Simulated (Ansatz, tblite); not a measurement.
**AlMe2(sacsac) (C7H13AlS2): spin-state energies by level**

Aim: set other spin states of AlMe2(sacsac) (C7H13AlS2) against its singlet, on many levels of theory.

Computed with Ansatz 0.2.0, Gaussian basis. Level: as each input shows.

Levels to be run: triplet, at the geometry of the singlet (GFN1-xTB, GFN2-xTB, PBE0-D4/def2-TZVP, PBE-D4/def2-TZVP, r2SCAN-D4/def2-TZVP); the singlet's energies come from earlier runs.

## Step 1: The structure

The singlet was relaxed beforehand with PBE-D4/def2-SVP.

23 atoms, charge 0, spin multiplicity 1.

Bond lengths: Al1–C2 1.972 Å, Al1–C6 1.971 Å, Al1–S10 2.345 Å, Al1–S16 2.355 Å, C2–H3 1.111 Å, C2–H4 1.112 Å, C2–H5 1.112 Å, C6–H7 1.109 Å, C6–H8 1.111 Å, C6–H9 1.112 Å, S10–C11 1.717 Å, C11–C12 1.509 Å, C11–C13 1.407 Å, C12–H17 1.107 Å, C12–H18 1.111 Å, C12–H19 1.108 Å, C13–C14 1.412 Å, C13–H20 1.104 Å and more. Angles: C2–Al1–C6 123.0°, C2–Al1–S10 109.1°, C2–Al1–S16 108.3°, C6–Al1–S10 108.9°, C6–Al1–S16 108.7°, S10–Al1–S16 95.3°, Al1–C2–H3 112.6°, Al1–C2–H4 111.3°, Al1–C2–H5 111.4°, H3–C2–H4 107.2°, H3–C2–H5 107.2°, H4–C2–H5 106.8°, Al1–C6–H7 113.1°, Al1–C6–H8 111.2°, Al1–C6–H9 111.1°, H7–C6–H8 107.4°, H7–C6–H9 107.4°, H8–C6–H9 106.4° and more.

## Step 2: Triplet at the fixed geometry, GFN1-xTB

Tight binding, by tblite at 300 K electronic temperature and without a spin-polarisation term:

```python
tblite.interface.Calculator('GFN1-xTB', numbers, positions, charge=0, uhf=2).singlepoint()
```

Energy -828.5457 eV; 0.038 s.

## Step 3: Triplet at the fixed geometry, GFN2-xTB

Tight binding, by tblite at 300 K electronic temperature and without a spin-polarisation term:

```python
tblite.interface.Calculator('GFN2-xTB', numbers, positions, charge=0, uhf=2).singlepoint()
```

Energy -792.0797 eV; 0.036 s.

## Step 4: Triplet at the fixed geometry, PBE0-D4/def2-TZVP

The input, in.yaml:

```yaml
crystal:
  periodic: [false, false, false]
  atoms:
    - {symbol: Al, position_ang: [1.798480, -0.012805, 0.274494]}
    - {symbol: C, position_ang: [1.397773, -0.581227, 2.120206]}
    - {symbol: H, position_ang: [0.307489, -0.675936, 2.309841]}
    - {symbol: H, position_ang: [1.799266, 0.143101, 2.861921]}
    - {symbol: H, position_ang: [1.858534, -1.566548, 2.350220]}
    - {symbol: C, position_ang: [3.633809, 0.246032, -0.395243]}
    - {symbol: H, position_ang: [3.668118, 0.559682, -1.458742]}
    - {symbol: H, position_ang: [4.229631, -0.687873, -0.304419]}
    - {symbol: H, position_ang: [4.169910, 1.019549, 0.196252]}
    - {symbol: S, position_ang: [0.528799, 1.892139, -0.235123]}
    - {symbol: C, position_ang: [-1.094276, 1.339360, -0.147961]}
    - {symbol: C, position_ang: [-2.098076, 2.431792, 0.128857]}
    - {symbol: C, position_ang: [-1.590889, 0.039438, -0.357876]}
    - {symbol: C, position_ang: [-1.001197, -1.119256, -0.909645]}
    - {symbol: C, position_ang: [-1.946846, -2.215099, -1.341773]}
    - {symbol: S, position_ang: [0.650745, -1.441675, -1.204069]}
    - {symbol: H, position_ang: [-3.131145, 2.131184, -0.132022]}
    - {symbol: H, position_ang: [-2.072557, 2.695547, 1.207717]}
    - {symbol: H, position_ang: [-1.830670, 3.354720, -0.423103]}
    - {symbol: H, position_ang: [-2.685986, -0.038038, -0.243226]}
    - {symbol: H, position_ang: [-2.832472, -1.806789, -1.869150]}
    - {symbol: H, position_ang: [-2.319829, -2.751133, -0.441609]}
    - {symbol: H, position_ang: [-1.438611, -2.956174, -1.985567]}
basis:
  gaussian: {orbitals: def2-TZVP, fitting: {mean_field: def2-universal-jkfit}}
magnetization: {spin_polarized: true, initial_magnetization: 2}
hamiltonian: {xc: pbe0, dispersion: d4}
scf: {omitted_lower_state_checks: [starts]}
output: {orbitals: {seedname: orbitals}}
```

Command:

```sh
ansatz run in.yaml --threads 2 --pin off --events-out ev --progress --plain --max-ram 32768MiB --backend cuda --devices 0, --max-vram 18GiB
```

Standard output:

```text
Functional definition: PBE0
  name "PBE0"
  cite "Adamo & Barone, J. Chem. Phys. 110, 6158 (1999) doi:10.1063/1.478522"
  cite "Perdew, Burke & Ernzerhof, Phys. Rev. Lett. 77, 3865 (1996) doi:10.1103/PhysRevLett.77.3865"
  parent pbe
  parameter a = 0.25
  parameter kappa = 0.804
  parameter beta = 0.06672455060314922
  exchange = (1 - a)*pbe_x(kappa = kappa, mu = beta*pi^2/3) + a*exact_x
  correlation = pbe_c(beta = beta)
these checks for a lower state are left out or cut short: starts
1143 factors; integrals over basis functions are off by at most 3.7e-1 eV
mean field evaluation 1: about -35697.0444 eV, gradient 7.3e1 eV
mean field evaluation 2: about -35659.9663 eV, gradient 1.1e2 eV
mean field evaluation 4: about -35721.7298 eV, gradient 1.1e1 eV
mean field evaluation 8: about -35722.5143 eV, gradient 7.0e-1 eV
mean field evaluation 16: about -35722.5750 eV, gradient 6.3e-2 eV
mean field evaluation 32: about -35722.5750 eV, gradient 2.1e-5 eV
mean field -35722.57504702 eV, -1312.7804193469 hartree, gradient 2.1e-5 eV, S^2 2.008154; 0 other end points of the search recorded, 0 dependent functions left out
reference -35722.57509366 eV, -1312.7804210608 hartree; 51, 49 occupied and 355, 357 virtual orbitals, 1143 factors
Total energy: -35723.23846291 eV, -1312.8047994312 hartree
Checks for a lower state left out: starts
```

Run time: 9 s. Hardware: 1 × H100 (card shared with other runs) with 2 threads of AMD EPYC 7R13, shared host; peak host memory 0.95 GiB.

From the report: HOMO -4.79 eV, LUMO -4.99 eV (over both spins; with the spin held, an empty level of the minority spin lies below the top filled one); ⟨S²⟩ 2.008 (pure: 2.00).

## Step 5: Triplet at the fixed geometry, PBE-D4/def2-TZVP

start.molden holds the orbitals of an earlier run on this state, given as this run's starting guess.

Changes to in.yaml since step 4:

```diff
@@ -27,5 +27,5 @@
 basis:
-  gaussian: {orbitals: def2-TZVP, fitting: {mean_field: def2-universal-jkfit}}
+  gaussian: {orbitals: def2-TZVP, fitting: {mean_field: def2-universal-jkfit}, initial_orbitals: start.molden}
 magnetization: {spin_polarized: true, initial_magnetization: 2}
-hamiltonian: {xc: pbe0, dispersion: d4}
+hamiltonian: {xc: pbe, dispersion: d4}
 scf: {omitted_lower_state_checks: [starts]}
```

Same command.

Standard output:

```text
Functional definition: PBE
  name "PBE"
  cite "Perdew, Burke & Ernzerhof, Phys. Rev. Lett. 77, 3865 (1996) doi:10.1103/PhysRevLett.77.3865"
  parent pbe
  parameter kappa = 0.804
  parameter beta = 0.06672455060314922
  exchange = pbe_x(kappa = kappa, mu = beta*pi^2/3)
  correlation = pbe_c(beta = beta)
these checks for a lower state are left out or cut short: starts
1143 factors; integrals over basis functions are off by at most 3.7e-1 eV
mean field evaluation 1: about -35719.0656 eV, gradient 1.1e1 eV
mean field evaluation 2: about -35719.2949 eV, gradient 3.3e-1 eV
mean field evaluation 4: about -35719.2936 eV, gradient 7.0e-2 eV
mean field evaluation 8: about -35719.2936 eV, gradient 1.9e-5 eV
mean field -35719.29361556 eV, -1312.6598289650 hartree, gradient 1.9e-5 eV, S^2 2.003997; 0 other end points of the search recorded, 0 dependent functions left out
reference -35719.29367949 eV, -1312.6598313145 hartree; 51, 49 occupied and 355, 357 virtual orbitals, 1143 factors
Total energy: -35720.05670565 eV, -1312.6878720086 hartree
Checks for a lower state left out: starts
```

Run time: 6 s. Hardware: 1 × H100 (card shared with other runs) with 2 threads of AMD EPYC 7R13, shared host; peak host memory 0.89 GiB.

HOMO -3.74 eV, LUMO -5.53 eV (over both spins; with the spin held, an empty level of the minority spin lies below the top filled one); ⟨S²⟩ 2.004 (pure: 2.00).

## Step 6: Triplet at the fixed geometry, r2SCAN-D4/def2-TZVP

Changes to in.yaml since step 5:

```diff
@@ -29,3 +29,3 @@
 magnetization: {spin_polarized: true, initial_magnetization: 2}
-hamiltonian: {xc: pbe, dispersion: d4}
+hamiltonian: {xc: r2scan, dispersion: d4}
 scf: {omitted_lower_state_checks: [starts]}
```

Same command.

Standard output (excerpt; [...] marks lines left out):

```text
Functional definition: r2SCAN
  name "r2SCAN"
  cite "Furness, Kaplan, Ning, Perdew & Sun, J. Phys. Chem. Lett. 11, 8208 (2020) doi:10.1021/acs.jpclett.0c02405"
  cite "Furness, Kaplan, Ning, Perdew & Sun, J. Phys. Chem. Lett. 11, 9248 (2020) doi:10.1021/acs.jpclett.0c03077"
  parent r2scan
[...]
1143 factors; integrals over basis functions are off by at most 3.7e-1 eV
[...]
mean field -35735.94589036 eV, -1313.2717887767 hartree, gradient 1.7e-5 eV, S^2 2.009142; 0 other end points of the search recorded, 0 dependent functions left out
reference -35735.94591137 eV, -1313.2717895487 hartree; 51, 49 occupied and 355, 357 virtual orbitals, 1143 factors
Total energy: -35736.15580252 eV, -1313.2795029061 hartree
Checks for a lower state left out: starts
```

Run time: 8.5 s. Hardware: 1 × H100 (card shared with other runs) with 2 threads of AMD EPYC 7R13, shared host; peak host memory 1 GiB.

From the report: HOMO -4.04 eV, LUMO -5.56 eV (over both spins; with the spin held, an empty level of the minority spin lies below the top filled one); ⟨S²⟩ 2.009 (pure: 2.00).

## Step 7: Triplet less singlet, vertical

The singlet's energies are those of its earlier runs, whose logs aren't repeated here.

```tsv
level	triplet less singlet, vertical (kJ/mol)	time
GFN1-xTB	+186.4	0.067 s
GFN2-xTB	+178.2	0.058 s
PBE-D4/def2-TZVP	+189.7	12 s
r2SCAN-D4/def2-TZVP	+188.8	16 s
PBE0-D4/def2-TZVP	+193.9	18 s
```

Times add the two runs; a level without a time comes out of a correlated run. Tight binding without a spin term can't rank spin states.

## Step 8: Summary of results

```
                                                quantity                                          value
triplet less singlet, vertical, functionals in def2-TZVP  +188.8 (r2SCAN-D4) to +193.9 kJ/mol (PBE0-D4)
```

What this shows: All functionals put the triplet above the singlet, over a spread of 5.1 kJ/mol. The checks for a lower triplet were left out, so another state of that spin may lie lower. These are electronic energies, without zero-point motion, entropy or surroundings.
